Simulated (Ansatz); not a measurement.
# ClH2MoNO2: up Jacob's ladder to CCSD(T)

An exercise on one series of results from a longer session: the logs are not shown, and one member is left open.

Computed with Ansatz 0.2.0, Gaussian basis. Level: functionals in def2-TZVPP, the program's frozen cores in correlated methods.

Levels to be run: LDA (SPW92), PBE-D4, revPBE-D4, BLYP-D4, r2SCAN-D4, B97M-V, PBE0-D4, B3LYP-D4, r2SCANh-D4, r2SCAN0-D4, HSE06-D4, BHLYP-D4, CAM-B3LYP-D4, LC-ωPBE, ωB97X-V, ωB97M-V, B2PLYP, PBE-QIDH; CCSD(T)/def2-SVP; CCSD(T)/def2-TZVPP; MP2/def2-QZVPP; extrapolation to the limit; RPA on PBE.

## The geometry

The geometry comes from an earlier relaxation with PBE0-D4 in a triple-zeta def2 set; it is a stationary point, not always the lowest conformer. Mo takes the def2 core potential; no spin-orbit term is included.

7 atoms, charge 0, spin multiplicity 1.

Atoms are counted from 1 here; the program's logs count them from 0.

Bond lengths: N1–Mo2 1.913 Å, N1–H6 1.010 Å, N1–H7 1.010 Å, Mo2–O3 1.674 Å, Mo2–O4 1.674 Å, Mo2–Cl5 2.266 Å. Angles: Mo2–N1–H6 123.4°, Mo2–N1–H7 123.4°, H6–N1–H7 111.9°, N1–Mo2–O3 108.4°, N1–Mo2–O4 108.4°, N1–Mo2–Cl5 110.0°, O3–Mo2–O4 110.6°, O3–Mo2–Cl5 109.6°, O4–Mo2–Cl5 109.6°.

Set-up of the first run:

Input file in.yaml:

```yaml
crystal:
  periodic: [false, false, false]
  atoms:
    - {symbol: N, position_ang: [-0.673353, 0.700048, 0.674959]}
    - {symbol: Mo, position_ang: [0.430363, -0.478037, -0.351293]}
    - {symbol: O, position_ang: [1.968268, -0.471816, 0.309274]}
    - {symbol: O, position_ang: [-0.232547, -2.013631, -0.287773]}
    - {symbol: Cl, position_ang: [0.523198, 0.223083, -2.504012]}
    - {symbol: H, position_ang: [-0.308361, 1.454775, 1.238211]}
    - {symbol: H, position_ang: [-1.646368, 0.517580, 0.875034]}
basis:
  gaussian: {orbitals: def2-TZVPP}
hamiltonian: {xc: lda}
output: {orbitals: {seedname: orbitals}}
```

Command:

```sh
> ansatz run in.yaml --threads 4 --pin off --events-out ev --progress --plain --max-ram 10444MiB
```

Steps of the session up to this table: LDA; PBE-D4 (GGA); revPBE-D4 (GGA); BLYP-D4 (GGA); r2SCAN-D4 (meta-GGA); B97M-V (meta-GGA); PBE0-D4 (hybrid); B3LYP-D4 (hybrid); r2SCANh-D4 (hybrid); r2SCAN0-D4 (hybrid); HSE06-D4 (hybrid); BHLYP-D4 (hybrid); CAM-B3LYP-D4 (range-separated); LC-ωPBE (range-separated); ωB97X-V (range-separated); ωB97M-V (range-separated); B2PLYP (double hybrid); PBE-QIDH (double hybrid).

One table of the session follows, with a row left open; its other results are not shown here.

It belongs to the step «Frontier levels by functional». 

```
  functional  HOMO (eV)  LUMO (eV)  gap (eV)
 LDA (SPW92)      -7.67      -3.47      4.20
      PBE-D4      -7.45      -3.24      4.20
   revPBE-D4      -7.37      -3.16      4.21
     BLYP-D4      -7.32      -3.16      4.16
   r2SCAN-D4      -7.78      -3.24      4.54
      B97M-V      -7.83      -3.19      4.64
     PBE0-D4          ?          ?         ?
    B3LYP-D4      -8.60      -2.79      5.81
  r2SCANh-D4      -8.30      -2.98      5.32
  r2SCAN0-D4      -9.08      -2.57      6.51
    HSE06-D4      -8.44      -2.95      5.49
    BHLYP-D4     -10.14      -1.76      8.38
CAM-B3LYP-D4     -10.22      -1.55      8.67
     LC-ωPBE     -11.58      -0.43     11.15
     ωB97X-V     -11.20      -0.48     10.72
     ωB97M-V     -11.08      -0.50     10.58
```

Estimate the missing values for PBE0-D4.

As computed: HOMO (eV): -8.85; LUMO (eV): -2.57; gap (eV): 6.27. In the column «HOMO (eV)» it lies between r2SCAN0-D4 (-9.08) and B3LYP-D4 (-8.60).
